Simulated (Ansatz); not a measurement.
# RuS (rocksalt): equation of state

How stiff is RuS (rocksalt)? Energies and pressures are computed at volumes on both sides of the relaxed cell and fitted. The start comes from a prototype table, not from a measured structure.

Computed with Ansatz 0.2.0 (DFT r²SCAN, scalar-relativistic, plane waves, PAW, unless a step's input says otherwise).

1 further run of the same task is left out (it didn't finish). Runs told in other sessions of the task aren't counted.

**1. Starting point**

Symmetry: Fm-3m, No. 225, cubic system. The conventional cell has a = 4.897 Å, b = 4.897 Å, c = 4.897 Å, α = 90.00°, β = 90.00°, γ = 90.00°. Ru (site symmetry m-3m) has 6 S at 2.45 Å in its first shell of neighbours. Around S (site symmetry m-3m) lie 6 Ru at 2.45 Å.

As a file:

```cif
data_structure
_symmetry_space_group_name_H-M 'Fm-3m'
_symmetry_Int_Tables_number 225
_cell_length_a 4.8973
_cell_length_b 4.8973
_cell_length_c 4.8973
_cell_angle_alpha 90.000
_cell_angle_beta 90.000
_cell_angle_gamma 90.000
_cell_volume 117.45
loop_
_atom_site_label
_atom_site_type_symbol
_atom_site_symmetry_multiplicity
_atom_site_Wyckoff_symbol
_atom_site_fract_x
_atom_site_fract_y
_atom_site_fract_z
_atom_site_occupancy
Ru1 Ru 4 b 0.50000 0.00000 0.00000 1
S1 S 4 a 0.00000 0.00000 0.00000 1
```

This cell comes from an earlier session at r²SCAN: 14.682 Å³/atom at 0.11 GPa, on a 12×12×12 mesh.

Volume factors to run: 0.980, 1.020, 0.960, 1.040, 1.070.

**2. At 0.980 of the relaxed volume**

File input.yaml:

```yaml
crystal:
  lattice:
    - [0.0, 2.4322078705, 2.4322078705]
    - [2.4322078705, 0.0, 2.4322078705]
    - [2.4322078705, 2.4322078705, 0.0]
  atoms:
    - { symbol: Ru, position: [0.5, 0.5, 0.5] }
    - { symbol: S, position: [0.0, 0.0, 0.0] }
basis:
  ecutwfc: 500
  ecutrho_ratio: 4
kpoints:
  mp_grid: { grid: [12, 12, 12] }
hamiltonian:
  xc: r2scan
scf:
  occupations: { method: gaussian, width: 0.05 }
output:
  forces: true
  stress: true
  eigenvalues: true
```

On the command line:

```bash
ansatz run input.yaml --threads 2 --pin off --max-ram 2662MiB --backend cpu --events-out ev --progress --plain --runs-dir out
```

What it wrote, shortened:

```text
Warning: RAYON_NUM_THREADS=2 ignored (pool sized by the plan → 2); use --threads N
[...]
Pseudopotentials: kind: paw
Pseudopotential: Ru, paw, valence charge 16, recommended cutoff 500 eV (meta_gga), Ru.paw.azcp
Pseudopotential: S, paw, valence charge 6, recommended cutoff 500 eV (meta_gga), S.paw.azcp
Functional definition: r2SCAN
[...]
Crystal: 2 atoms, lattice volume = 28.776 Å³
Basis set: ecut = 500 eV, 725 PW (Γ), exchange–correlation on 108×108×108 points (64 copies of the dense FFT grid, shifted against one another)
Bands: 15, of which v1, the nominal top of the filled ones, is band 11 counted from 1 (10 counted from 0)
Symmetry: 48 space group operations
Space group: Fm-3m (ITA 225), of the structure as read, at distance tolerance 3.1e-5 Å
k-points: 72 of 1728
[...]
SCF iter   1: F=—  HF=-6795.998134 eV  |F-HF|=—  |Δ(HF+E_count)|=         —  Δρ=1.40e-2  dr2=1.82e-2  dr2_τ=6.35e-2  ethr=1.77e-3  ⟨swp⟩=5.5  Hψ=6228  notcnv=0
[...]
SCF iter   6: F=-6796.058562 eV  HF=-6796.058562 eV  |F-HF|=2.65e-8  |Δ(HF+E_count)|=   1.29e-6  Δρ=2.18e-5  dr2=4.24e-8  dr2_τ=8.38e-9  ethr=4.55e-10  ⟨swp⟩=3.6  Hψ=5033  notcnv=0
[...]
SCF converged after 6 iterations
Free energy (F): -6796.058562 eV
[...]
E sigma→0 (E₀):  -6796.055016 eV
Entropy (-TS):   -0.007091 eV (-3.546 meV/atom)
Fermi energy:    16.405028 eV
[...]
--- Forces (eV/Å), atoms counted from 1 ---
  atom   1  Ru     0.00000000    -0.00000000    -0.00000000
  atom   2  S     -0.00000000     0.00000000     0.00000000
[...]
--- Stress (GPa, compression-positive) ---
        3.784901       0.000000       0.000000
        0.000000       3.784901       0.000000
        0.000000       0.000000       3.784901
  P = ⅓ Tr σ = 3.7849 GPa (37.849 kbar)
--- Band table (eV; the first three rows and the last of 72) ---
  k-point 0: bands = ["-57.8944", "-27.1665", "-27.1665", "-27.1665", "-0.1549", "13.8235", "13.8235", "13.8235", "14.1937", "14.1937", "14.1937", "14.1951", "14.1951", "21.7977", "27.7211"]
[...]
```

It took 2.3 s on 2 threads of Arm Neoverse V2, shared host; peak memory 0.39 GiB.

This gives: volume 14.388 Å³/atom, pressure 3.78 GPa, no gap.

**3. At 1.020 of the relaxed volume**

input.yaml: that of step 2 with these lines changed.

```diff
@@ -2,5 +2,5 @@
   lattice:
-    - [0.0, 2.4322078705, 2.4322078705]
-    - [2.4322078705, 0.0, 2.4322078705]
-    - [2.4322078705, 2.4322078705, 0.0]
+    - [0.0, 2.4648588521, 2.4648588521]
+    - [2.4648588521, 0.0, 2.4648588521]
+    - [2.4648588521, 2.4648588521, 0.0]
   atoms:
```

On the command line:

```bash
ansatz run input.yaml --threads 2 --pin off --max-ram 2662MiB --backend cpu --events-out ev --progress --plain --runs-dir out
```

What it wrote, shortened:

```text
Warning: RAYON_NUM_THREADS=2 ignored (pool sized by the plan → 2); use --threads N
[...]
Pseudopotentials: kind: paw
Pseudopotential: Ru, paw, valence charge 16, recommended cutoff 500 eV (meta_gga), Ru.paw.azcp
Pseudopotential: S, paw, valence charge 6, recommended cutoff 500 eV (meta_gga), S.paw.azcp
Functional definition: r2SCAN
[...]
Crystal: 2 atoms, lattice volume = 29.951 Å³
Basis set: ecut = 500 eV, 749 PW (Γ), exchange–correlation on 108×108×108 points (64 copies of the dense FFT grid, shifted against one another)
Bands: 15, of which v1, the nominal top of the filled ones, is band 11 counted from 1 (10 counted from 0)
Symmetry: 48 space group operations
Space group: Fm-3m (ITA 225), of the structure as read, at distance tolerance 3.1e-5 Å
k-points: 72 of 1728
[...]
SCF iter   1: F=—  HF=-6796.003302 eV  |F-HF|=—  |Δ(HF+E_count)|=         —  Δρ=1.61e-2  dr2=2.23e-2  dr2_τ=6.51e-2  ethr=1.77e-3  ⟨swp⟩=5.4  Hψ=6099  notcnv=0
[...]
SCF iter   6: F=-6796.059840 eV  HF=-6796.059840 eV  |F-HF|=4.74e-8  |Δ(HF+E_count)|=   1.94e-6  Δρ=2.79e-5  dr2=7.33e-8  dr2_τ=1.40e-8  ethr=4.55e-10  ⟨swp⟩=3.7  Hψ=5185  notcnv=0
[...]
SCF converged after 6 iterations
Free energy (F): -6796.059840 eV
[...]
E sigma→0 (E₀):  -6796.056519 eV
Entropy (-TS):   -0.006641 eV (-3.321 meV/atom)
Fermi energy:    15.539075 eV
[...]
--- Forces (eV/Å), atoms counted from 1 ---
  atom   1  Ru     0.00000000    -0.00000000     0.00000000
  atom   2  S     -0.00000000     0.00000000     0.00000000
[...]
--- Stress (GPa, compression-positive) ---
       -3.177621       0.000000       0.000000
       -0.000000      -3.177621      -0.000000
        0.000000      -0.000000      -3.177621
  P = ⅓ Tr σ = -3.1776 GPa (-31.776 kbar)
--- Band table (eV; the first three rows and the last of 72) ---
  k-point 0: bands = ["-58.7067", "-27.9720", "-27.9720", "-27.9720", "-0.6996", "13.1515", "13.1515", "13.1515", "13.3800", "13.3800", "13.3800", "13.5201", "13.5201", "20.5495", "26.9012"]
[...]
```

Run time: 2.3 s. Hardware: 2 threads of Arm Neoverse V2, shared host; peak memory 0.4 GiB.

Read off: volume 14.975 Å³/atom, pressure -3.18 GPa, metallic.

**4. Scaling the volume by 0.960**

input.yaml: that of step 3 with these lines changed.

```diff
@@ -2,5 +2,5 @@
   lattice:
-    - [0.0, 2.4648588521, 2.4648588521]
-    - [2.4648588521, 0.0, 2.4648588521]
-    - [2.4648588521, 2.4648588521, 0.0]
+    - [0.0, 2.4155483897, 2.4155483897]
+    - [2.4155483897, 0.0, 2.4155483897]
+    - [2.4155483897, 2.4155483897, 0.0]
   atoms:
```

On the command line:

```bash
ansatz run input.yaml --threads 2 --pin off --max-ram 2662MiB --backend cpu --events-out ev --progress --plain --runs-dir out
```

What it wrote, shortened:

```text
Warning: RAYON_NUM_THREADS=2 ignored (pool sized by the plan → 2); use --threads N
[...]
Pseudopotentials: kind: paw
Pseudopotential: Ru, paw, valence charge 16, recommended cutoff 500 eV (meta_gga), Ru.paw.azcp
Pseudopotential: S, paw, valence charge 6, recommended cutoff 500 eV (meta_gga), S.paw.azcp
Functional definition: r2SCAN
[...]
Crystal: 2 atoms, lattice volume = 28.189 Å³
Basis set: ecut = 500 eV, 725 PW (Γ), exchange–correlation on 100×100×100 points (64 copies of the dense FFT grid, shifted against one another)
Bands: 15, of which v1, the nominal top of the filled ones, is band 11 counted from 1 (10 counted from 0)
Symmetry: 48 space group operations
Space group: Fm-3m (ITA 225), of the structure as read, at distance tolerance 3.0e-5 Å
k-points: 72 of 1728
[...]
SCF iter   1: F=—  HF=-6795.974470 eV  |F-HF|=—  |Δ(HF+E_count)|=         —  Δρ=1.31e-2  dr2=1.64e-2  dr2_τ=6.30e-2  ethr=1.77e-3  ⟨swp⟩=5.7  Hψ=6246  notcnv=0
[...]
SCF iter   6: F=-6796.037310 eV  HF=-6796.037310 eV  |F-HF|=2.37e-8  |Δ(HF+E_count)|=   1.16e-6  Δρ=2.02e-5  dr2=3.39e-8  dr2_τ=7.11e-9  ethr=4.55e-10  ⟨swp⟩=3.5  Hψ=4904  notcnv=0
[...]
SCF converged after 6 iterations
Free energy (F): -6796.037310 eV
[...]
E sigma→0 (E₀):  -6796.033568 eV
Entropy (-TS):   -0.007484 eV (-3.742 meV/atom)
Fermi energy:    16.862139 eV
[...]
--- Forces (eV/Å), atoms counted from 1 ---
  atom   1  Ru     0.00000000     0.00000000     0.00000000
  atom   2  S     -0.00000000     0.00000000     0.00000000
[...]
--- Stress (GPa, compression-positive) ---
        7.896936      -0.000000       0.000000
        0.000000       7.896936       0.000000
        0.000000       0.000000       7.896936
  P = ⅓ Tr σ = 7.8969 GPa (78.969 kbar)
--- Band table (eV; the first three rows and the last of 72) ---
  k-point 0: bands = ["-57.4666", "-26.7423", "-26.7423", "-26.7423", "0.1344", "14.1764", "14.1764", "14.1764", "14.5496", "14.5496", "14.6265", "14.6265", "14.6265", "22.4620", "28.1518"]
[...]
```

It took 2.3 s on 2 threads of Arm Neoverse V2, shared host; peak memory 0.38 GiB.

This gives: volume 14.094 Å³/atom, pressure 7.90 GPa, metallic.

**5. Volume × 1.040**

input.yaml: that of step 4 with these lines changed.

```diff
@@ -2,5 +2,5 @@
   lattice:
-    - [0.0, 2.4155483897, 2.4155483897]
-    - [2.4155483897, 0.0, 2.4155483897]
-    - [2.4155483897, 2.4155483897, 0.0]
+    - [0.0, 2.4808648776, 2.4808648776]
+    - [2.4808648776, 0.0, 2.4808648776]
+    - [2.4808648776, 2.4808648776, 0.0]
   atoms:
@@ -21 +21,5 @@
   eigenvalues: true
+  write_density: true
+  write_potential: true
+  elf: true
+  volumetric_format: npy
```

On the command line:

```bash
ansatz run input.yaml --threads 2 --pin off --max-ram 2662MiB --backend cpu --events-out ev --progress --plain --runs-dir out
```

What it wrote, shortened:

```text
Warning: RAYON_NUM_THREADS=2 ignored (pool sized by the plan → 2); use --threads N
[...]
Pseudopotentials: kind: paw
Pseudopotential: Ru, paw, valence charge 16, recommended cutoff 500 eV (meta_gga), Ru.paw.azcp
Pseudopotential: S, paw, valence charge 6, recommended cutoff 500 eV (meta_gga), S.paw.azcp
Functional definition: r2SCAN
[...]
Crystal: 2 atoms, lattice volume = 30.538 Å³
Basis set: ecut = 500 eV, 749 PW (Γ), exchange–correlation on 108×108×108 points (64 copies of the dense FFT grid, shifted against one another)
Bands: 15, of which v1, the nominal top of the filled ones, is band 11 counted from 1 (10 counted from 0)
Symmetry: 48 space group operations
Space group: Fm-3m (ITA 225), of the structure as read, at distance tolerance 3.1e-5 Å
k-points: 72 of 1728
[...]
SCF iter   1: F=—  HF=-6795.987844 eV  |F-HF|=—  |Δ(HF+E_count)|=         —  Δρ=1.70e-2  dr2=2.43e-2  dr2_τ=6.60e-2  ethr=1.77e-3  ⟨swp⟩=5.3  Hψ=6085  notcnv=0
[...]
SCF iter   6: F=-6796.042717 eV  HF=-6796.042717 eV  |F-HF|=3.89e-8  |Δ(HF+E_count)|=   2.07e-6  Δρ=2.64e-5  dr2=7.10e-8  dr2_τ=1.40e-8  ethr=4.55e-10  ⟨swp⟩=7.3  Hψ=7604  notcnv=0
[...]
SCF converged after 6 iterations
Free energy (F): -6796.042717 eV
[...]
E sigma→0 (E₀):  -6796.039375 eV
Entropy (-TS):   -0.006684 eV (-3.342 meV/atom)
Fermi energy:    15.128801 eV
[...]
--- Forces (eV/Å), atoms counted from 1 ---
  atom   1  Ru     0.00000000    -0.00000000    -0.00000000
  atom   2  S     -0.00000000     0.00000000    -0.00000000
[...]
--- Stress (GPa, compression-positive) ---
       -6.109962       0.000000       0.000000
        0.000000      -6.109962       0.000000
       -0.000000      -0.000000      -6.109962
  P = ⅓ Tr σ = -6.1100 GPa (-61.100 kbar)
--- Band table (eV; the first three rows and the last of 72) ---
  k-point 0: bands = ["-59.0923", "-28.3544", "-28.3544", "-28.3544", "-0.9563", "12.8315", "12.8315", "12.8315", "12.9972", "12.9972", "12.9972", "13.1986", "13.1986", "19.9627", "26.5106"]
[...]
```

Run time: 3 s. Hardware: 2 threads of Arm Neoverse V2, shared host; peak memory 0.4 GiB.

This gives: volume 15.269 Å³/atom, pressure -6.11 GPa, a metal on this mesh.

The maps below are laid out on this run's own conventional cell (a, b, c = 4.962, 4.962, 4.962 Å).

Density in a lattice plane of the grid's cell (edges 4.96 and 4.96 Å, at 0.000 of the third edge), which holds Ru and S.

Ten even steps from '0' (-0.03 e/Å³) to '9' (10.05 e/Å³):
```
001100001368986310000110
111000000245554200000011
100000000012221000000000
000000000000000000000000
000000000000000000000000
000000000000000000000000
221000000000100000000012
554200000011111000000245
986310000110001100001368
997310000100000100001379
986310000110001100001368
554200000011111000000245
221000000000100000000012
000000000000000000000000
000000000000000000000000
000000000000000000000000
100000000012221000000000
111000000245554200000011
001100001368986310000110
000100001379997310000100
```
Columns run along the first of these edges and rows up along the second, over one cell in 24 and 20 even steps from the bottom left corner. Atoms in the plane (fractional): Ru at (0.00, 0.50), Ru at (0.50, 0.00), S at (0.00, 0.00), S at (0.50, 0.50).

ELF in the same plane.

Values, 12 rows by 12 columns:
```
0.42 0.71 0.79 0.32 0.32 0.68 0.55 0.68 0.32 0.32 0.79 0.71
0.84 0.79 0.56 0.20 0.21 0.32 0.26 0.32 0.21 0.20 0.56 0.79
0.35 0.32 0.20 0.11 0.20 0.32 0.35 0.32 0.20 0.11 0.20 0.32
0.26 0.32 0.21 0.20 0.56 0.79 0.84 0.79 0.56 0.20 0.21 0.32
0.55 0.68 0.32 0.32 0.79 0.71 0.42 0.71 0.79 0.32 0.32 0.68
0.14 0.55 0.26 0.35 0.84 0.42 0.02 0.42 0.84 0.35 0.26 0.55
0.55 0.68 0.32 0.32 0.79 0.71 0.42 0.71 0.79 0.32 0.32 0.68
0.26 0.32 0.21 0.20 0.56 0.79 0.84 0.79 0.56 0.20 0.21 0.32
0.35 0.32 0.20 0.11 0.20 0.32 0.35 0.32 0.20 0.11 0.20 0.32
0.84 0.79 0.56 0.20 0.21 0.32 0.26 0.32 0.21 0.20 0.56 0.79
0.42 0.71 0.79 0.32 0.32 0.68 0.55 0.68 0.32 0.32 0.79 0.71
0.02 0.42 0.84 0.35 0.26 0.55 0.14 0.55 0.26 0.35 0.84 0.42
```
Columns run along the first of these edges and rows up along the second, over one cell in 12 and 12 even steps from the bottom left corner. Atoms in the plane (fractional): Ru at (0.00, 0.50), Ru at (0.50, 0.00), S at (0.00, 0.00), S at (0.50, 0.50).

Both are smooth fields of the valence electrons: close to the nuclei they are not physical.

Maxima of ELF outside the ion cores: 0.85 in the shell around S, 0.8 Å from S.

**6. Scaling the volume by 1.070**

File input.yaml:

```yaml
crystal:
  lattice:
    - [0.0, 2.5044935842, 2.5044935842]
    - [2.5044935842, 0.0, 2.5044935842]
    - [2.5044935842, 2.5044935842, 0.0]
  atoms:
    - { symbol: Ru, position: [0.5, 0.5, 0.5] }
    - { symbol: S, position: [0.0, 0.0, 0.0] }
basis:
  ecutwfc: 500
  ecutrho_ratio: 4
kpoints:
  mp_grid: { grid: [12, 12, 12] }
hamiltonian:
  xc: r2scan
scf:
  occupations: { method: gaussian, width: 0.05 }
output:
  forces: true
  stress: true
  eigenvalues: true
```

On the command line:

```bash
ansatz run input.yaml --threads 2 --pin off --max-ram 2662MiB --backend cpu --events-out ev --progress --plain --runs-dir out
```

What it wrote, shortened:

```text
Warning: RAYON_NUM_THREADS=2 ignored (pool sized by the plan → 2); use --threads N
[...]
Pseudopotentials: kind: paw
Pseudopotential: Ru, paw, valence charge 16, recommended cutoff 500 eV (meta_gga), Ru.paw.azcp
Pseudopotential: S, paw, valence charge 6, recommended cutoff 500 eV (meta_gga), S.paw.azcp
Functional definition: r2SCAN
[...]
Crystal: 2 atoms, lattice volume = 31.419 Å³
Basis set: ecut = 500 eV, 821 PW (Γ), exchange–correlation on 108×108×108 points (64 copies of the dense FFT grid, shifted against one another)
Bands: 15, of which v1, the nominal top of the filled ones, is band 11 counted from 1 (10 counted from 0)
Symmetry: 48 space group operations
Space group: Fm-3m (ITA 225), of the structure as read, at distance tolerance 3.2e-5 Å
k-points: 72 of 1728
[...]
SCF iter   1: F=—  HF=-6795.945538 eV  |F-HF|=—  |Δ(HF+E_count)|=         —  Δρ=1.84e-2  dr2=2.70e-2  dr2_τ=6.73e-2  ethr=1.77e-3  ⟨swp⟩=5.3  Hψ=6027  notcnv=0
[...]
SCF iter   6: F=-6795.998352 eV  HF=-6795.998352 eV  |F-HF|=3.53e-8  |Δ(HF+E_count)|=   2.28e-6  Δρ=2.49e-5  dr2=6.88e-8  dr2_τ=1.45e-8  ethr=4.55e-10  ⟨swp⟩=4.0  Hψ=5364  notcnv=0
[...]
SCF converged after 6 iterations
Free energy (F): -6795.998352 eV
[...]
E sigma→0 (E₀):  -6795.994879 eV
Entropy (-TS):   -0.006947 eV (-3.474 meV/atom)
Fermi energy:    14.540176 eV
[...]
--- Forces (eV/Å), atoms counted from 1 ---
  atom   1  Ru     0.00000000    -0.00000000    -0.00000000
  atom   2  S     -0.00000000     0.00000000     0.00000000
[...]
--- Stress (GPa, compression-positive) ---
       -9.914578      -0.000000       0.000000
        0.000000      -9.914578      -0.000000
       -0.000000      -0.000000      -9.914578
  P = ⅓ Tr σ = -9.9146 GPa (-99.146 kbar)
--- Band table (eV; the first three rows and the last of 72) ---
  k-point 0: bands = ["-59.6465", "-28.9043", "-28.9043", "-28.9043", "-1.3237", "12.3697", "12.3697", "12.3697", "12.4505", "12.4505", "12.4505", "12.7354", "12.7354", "19.1254", "25.9473"]
[...]
```

It took 2.4 s on 2 threads of Arm Neoverse V2, shared host; peak memory 0.4 GiB.

In short: volume 15.709 Å³/atom, pressure -9.91 GPa, metallic.

**7. The fit**

Energies have the smearing extrapolated to zero and count from the lowest point.

```tsv
volume (Å³/atom)	energy (meV/atom)	pressure (GPa)	gap (eV)
14.094	14.31	7.90	metal
14.388	3.59	3.78	metal
14.682	0.00	0.11	metal
14.975	2.84	-3.18	metal
15.269	11.41	-6.11	metal
15.709	33.66	-9.91	metal
```

volume (Å³/atom), energy (meV/atom) and a bar:
```
    14.09       14.3 #############
    14.39        3.6 ###
    14.68        0.0 
    14.98        2.8 ###
    15.27       11.4 ##########
    15.71       33.7 ##############################
```

**8. Outcome**

| quantity | value |
| --- | --- |
| V0 | 14.693 Å³/atom |
| B0 | 174 GPa |
| B0′ | 4.6 |
| scatter of the fit | 0.007 meV/atom |

**Reading.** The fitted minimum lies at 14.69 Å³/atom, and the bulk modulus is 174 GPa. One per cent of compression takes about 1.7 GPa. These are values at 0 K without zero-point motion. A separate test found that a distortion of this cell lowers its energy, so it is no minimum.
